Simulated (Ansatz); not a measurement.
# doublet CH5BFN+ at 6 levels

Wanted: a comparison of 6 runs (UHF/3-21G, U-r2SCAN0/cc-pVDZ, UB2PLYP/cc-pVDZ, UB3LYP/cc-pVDZ, UHSE06/cc-pVDZ, UBCCD(T)/cc-pVDZ) of doublet CH5BFN+. 

Program for the calculation: Ansatz 0.2.0.

126 further runs of the same task are left out: 126 set aside as unsound or not needed.

## (1) Starting point

CH5BFN+: 9 atoms, total charge +1, spin state doublet. SMILES of the parent species: `CB(N)F`. The coordinates come from a PBE0-D4/def2-TZVP relaxation. That shape belongs to the parent species and isn't relaxed for this state.

Bond lengths: C1–B2 1.566 Å, B2–N3 1.396 Å, B2–F4 1.347 Å, C1–H5 1.094 Å, C1–H6 1.091 Å, C1–H7 1.094 Å, N3–H8 1.006 Å, N3–H9 1.003 Å. Some angles: C1–B2–N3 124.5°, C1–B2–F4 118.6°, N3–B2–F4 116.9°, B2–C1–H5 110.2°, B2–C1–H6 113.8°, B2–C1–H7 110.2°, B2–N3–H8 122.4°, B2–N3–H9 123.0°, H5–C1–H6 108.1°, H5–C1–H7 106.2°.

## (2) The energy at UHF/3-21G (run 1)

File in.yaml:

```yaml
crystal:
  periodic: [false, false, false]
  atoms:
    - {symbol: C, position_ang: [-0.428400, 0.964700, -0.539000]}
    - {symbol: B, position_ang: [0.098200, -0.482300, -0.251400]}
    - {symbol: "N", position_ang: [0.546200, -0.928100, 0.993800]}
    - {symbol: F, position_ang: [0.128500, -1.370900, -1.263800]}
    - {symbol: H, position_ang: [0.176600, 1.438400, -1.318100]}
    - {symbol: H, position_ang: [-0.424000, 1.616300, 0.336600]}
    - {symbol: H, position_ang: [-1.450400, 0.924300, -0.928000]}
    - {symbol: H, position_ang: [0.878700, -1.865200, 1.143700]}
    - {symbol: H, position_ang: [0.563100, -0.343500, 1.809000]}
basis:
  gaussian: {orbitals: 3-21G.json}
total_charge: 1
magnetization: {spin_polarized: true, initial_magnetization: 1}
hamiltonian: {xc: hf}
accuracy: high
output: {orbitals: {seedname: orbitals}}
```

The basis set 3-21G is read from a file made from the Basis Set Exchange's data (not shown).

Started as:

```
$ ansatz run in.yaml --threads 1 --pin off --max-ram 3480MiB --events-out events.jsonl --progress --plain --runs-dir runs
```

Output:

```text
Warning: RAYON_NUM_THREADS=1 ignored (pool sized by the plan → 1); use --threads N
Functional definition: HF
  name "HF"
  exchange = exact_x
  correlation = 0
1087 factors; integrals over basis functions are off by at most 6.7e-9 eV
mean field evaluation 1: about -5926.6459 eV, gradient 3.2e1 eV
mean field evaluation 2: about -5926.6377 eV, gradient 3.2e1 eV
mean field evaluation 4: about -5930.6388 eV, gradient 2.4e0 eV
mean field evaluation 8: about -5930.7020 eV, gradient 1.3e-1 eV
mean field evaluation 16: about -5928.3687 eV, gradient 2.5e0 eV
mean field -5930.70227069 eV, -217.9492884733 hartree, gradient 2.2e-8 eV, S^2 0.757174; 0 other end points of the search recorded, 0 dependent functions left out
reference -5930.70227069 eV, -217.9492884733 hartree; 16, 15 occupied and 30, 31 virtual orbitals, 1087 factors
Total energy: -5930.70227069 eV, -217.9492884733 hartree
```

Run time: 0.66 s. Hardware: 1 thread of Arm Neoverse V1, shared host; peak memory 0.11 GiB.

## (3) A single-point energy at U-r2SCAN0/cc-pVDZ (run 2)

in.yaml, as its differences from that of step 2:

```diff
@@ -13,6 +13,6 @@
 basis:
-  gaussian: {orbitals: 3-21G.json}
+  gaussian: {orbitals: cc-pVDZ}
 total_charge: 1
 magnetization: {spin_polarized: true, initial_magnetization: 1}
-hamiltonian: {xc: hf}
+hamiltonian: {xc: {name: r2SCAN0}}
 accuracy: high
```

Started as:

```
$ ansatz run in.yaml --threads 1 --pin off --max-ram 3480MiB --events-out events.jsonl --progress --plain --runs-dir runs
```

Output:

```text
Warning: RAYON_NUM_THREADS=1 ignored (pool sized by the plan → 1); use --threads N
Functional definition: r2SCAN0
  name "r2SCAN0"
  parameter a = 0.25
  parameter k0 = 0.174
  parameter k1 = 0.065
  parameter a1 = 4.9479
  exchange = (1 - a)*r2scan_x(k0 = k0, k1 = k1, a1 = a1) + a*exact_x
  correlation = r2scan_c
1903 factors; integrals over basis functions are off by at most 3.3e-9 eV
mean field evaluation 1: about -5981.6214 eV, gradient 4.9e1 eV
mean field evaluation 2: about -5971.3445 eV, gradient 6.9e1 eV
mean field evaluation 4: about -5990.6078 eV, gradient 5.5e0 eV
mean field evaluation 8: about -5990.9599 eV, gradient 8.0e-1 eV
mean field evaluation 16: about -5990.9632 eV, gradient 3.8e-4 eV
mean field evaluation 32: about -5990.9632 eV, gradient 6.4e-8 eV
mean field -5990.96315820 eV, -220.1638352433 hartree, gradient 6.4e-8 eV, S^2 0.755973; 2 other end points of the search recorded, 0 dependent functions left out
reference -5990.96315962 eV, -220.1638352955 hartree; 16, 15 occupied and 65, 66 virtual orbitals, 1903 factors
Total energy: -5990.96315962 eV, -220.1638352955 hartree
```

It took 24 s on 1 thread of Arm Neoverse V1, shared host; peak memory 0.46 GiB.

Runs 3 to 5 aren't shown in full; the table further down has their settings and results.

## (4) The energy at UBCCD(T)/cc-pVDZ (run 6)

File job.yaml:

```yaml
crystal:
  periodic: [false, false, false]
  atoms:
    - {symbol: C, position_ang: [-0.428400, 0.964700, -0.539000]}
    - {symbol: B, position_ang: [0.098200, -0.482300, -0.251400]}
    - {symbol: "N", position_ang: [0.546200, -0.928100, 0.993800]}
    - {symbol: F, position_ang: [0.128500, -1.370900, -1.263800]}
    - {symbol: H, position_ang: [0.176600, 1.438400, -1.318100]}
    - {symbol: H, position_ang: [-0.424000, 1.616300, 0.336600]}
    - {symbol: H, position_ang: [-1.450400, 0.924300, -0.928000]}
    - {symbol: H, position_ang: [0.878700, -1.865200, 1.143700]}
    - {symbol: H, position_ang: [0.563100, -0.343500, 1.809000]}
basis:
  gaussian:
    orbitals: cc-pVDZ
magnetization:
  spin_polarized: true
  initial_magnetization: 1
scf:
  omitted_lower_state_checks: [cluster_reference, increment]
accuracy: high
total_charge: 1
correlation:
  method: bccd_t
  frozen_orbitals: {B: 1, C: 1, F: 1, H: 0, "N": 1}
```

Started as:

```
$ ansatz run job.yaml --threads 1 --pin off --max-ram 3480MiB --events-out events.jsonl --progress --plain --runs-dir runs
```

Output:

```text
Warning: RAYON_NUM_THREADS=1 ignored (pool sized by the plan → 1); use --threads N
[... 12 lines left out ...]
4 core orbitals not correlated: weight in the atoms' cores, before any rotation towards them, 1.000 or more for the frozen orbitals, at most 0.000 for the correlated occupied ones
[... 33 lines left out ...]
Total energy: -5979.31642405 eV, -219.7358256575 hartree
Checks for a lower state left out: cluster_reference, increment
```

Run time: 84 s. Hardware: 1 thread of Arm Neoverse V1, shared host; peak memory 1.2 GiB.

## (5) The series

| run | level | frozen core orbitals | energy (Eh) | HOMO energy (eV) | LUMO energy (eV) | ⟨S²⟩ | wall time |
| --- | --- | --- | --- | --- | --- | --- | --- |
| 1 | UHF/3-21G | – | -217.949288 | -19.35 | -7.79 | 0.757 | 0.66 s |
| 2 | U-r2SCAN0/cc-pVDZ | – | -220.163835 | -15.72 | -12.73 | 0.756 | 24 s |
| 3 | UB2PLYP/cc-pVDZ | 4 | -220.089780 | -16.93 | -11.26 | 0.755 | 13 s |
| 4 | UB3LYP/cc-pVDZ | – | -220.300476 | -15.26 | -13.56 | 0.754 | 21 s |
| 5 | UHSE06/cc-pVDZ | – | -220.043051 | -15.10 | -13.55 | 0.755 | 18 s |
| 6 | UBCCD(T)/cc-pVDZ | 4 | -219.735826 | – | – | 0.758 | 84 s |

## (6) Results

| quantity | value |
| --- | --- |
| run 6: total energy | -219.73583 Eh |
| run 6: correlation energy (4 core orbitals frozen) | -593.3 mEh |
| run 6: (T) correction | -14.99 mEh |
| run 6: ⟨S²⟩ of the reference determinant | 0.758 |

What this shows: Totals of different functionals can't be ranked against each other. All runs together took 2.7 min, the longest 84 s.
